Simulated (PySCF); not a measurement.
# A gas-phase reaction: H5InP2 + F2 → FH4InP2 + FH

Wanted: the reaction energy for `[PH2][InH][PH2]` + `FF` → `[F][In]([PH2])[PH2]` + `F`.

Computed with PySCF 2.14.0; each step states its level. No surroundings beyond the atoms listed, unless a continuum is named. Atoms count from 0, parts from 1.

## 1. The system as given

Each species was relaxed by itself at PBE0-D3(BJ)/def2-SVPD.

## 2. Reaction energy: wB97M-D3(BJ)/def2-TZVPD

The job: settings as JSON, then the geometry in Å.

```
{"job": {"kind": "react", "xc": "wB97M-D3(BJ)", "basis": "def2-TZVPD"}, "charge": 0, "multiplicity": 1}
-1 H5InP2 charge 0 multiplicity 1
P     -1.730840    -0.191920     1.346080
In     0.309390     0.731130     0.206620
P      1.388180    -0.643580    -1.598110
H     -1.253160     0.099260     2.662040
H     -1.244400    -1.535740     1.350100
H      0.955770     2.274210     0.653770
H      1.425030     0.433790    -2.537480
H      0.149840    -1.166820    -2.082750

-1 F2 charge 0 multiplicity 1
F      0.688060     0.035800    -0.003670
F     -0.688060    -0.035800     0.003670

+1 FH4InP2 charge 0 multiplicity 1
F     -1.366180     0.216460    -2.041000
In    -0.461870     0.255080    -0.264730
P      1.253770     2.069990    -0.196280
P     -1.537340    -1.353980     1.316560
H      2.196410     1.241600     0.490630
H      1.730870     1.704760    -1.493790
H     -0.279500    -1.754090     1.868290
H     -1.536160    -2.379840     0.320320

+1 FH charge 0 multiplicity 1
F      0.457510     0.048460     0.004930
H     -0.457510    -0.048460    -0.004930
```

Method: wB97M-D3(BJ)/def2-TZVPD reaction energy of separated species, gas phase.

Run with:

```console
$ OMP_NUM_THREADS=1 python cluster_run.py task.json out
```

This one command runs all jobs of the session in turn.

**Question.** The jobs that follow are: PBE0-D3(BJ)/def2-TZVPD reaction energy of separated species, gas phase. Predict: reaction energy (wB97M-D3(BJ)/def2-TZVPD); ΔH, ΔG at 298 K (xTB thermal terms). Thermal terms come from harmonic xTB runs on each species.

The runs gave:

| quantity | value |
| --- | --- |
| reaction energy (wB97M-D3(BJ)/def2-TZVPD) | -146.1 kcal/mol |
| ΔH, ΔG at 298 K (xTB thermal terms) | -143.7, -142.5 kcal/mol |
| range of the reaction energy over the runs of this table | -146.1 to -145.3 kcal/mol |

**Reading.** The reaction is exothermic by 143.7 kcal/mol in the gas phase; dispersion gives +0.11, and xTB itself gave -130.4 for the electronic energy (xTB energies and thermal terms come from the earlier relaxation of each species, not shown). No barrier was sought. xTB and this level differ widely in the electronic energy, so what comes from xTB (the thermal terms above all) is less safe here. The reaction energy runs from -146.1 (wB97M-D3(BJ)/def2-TZVPD) to -145.3 kcal/mol (PBE0-D3(BJ)/def2-TZVPD).
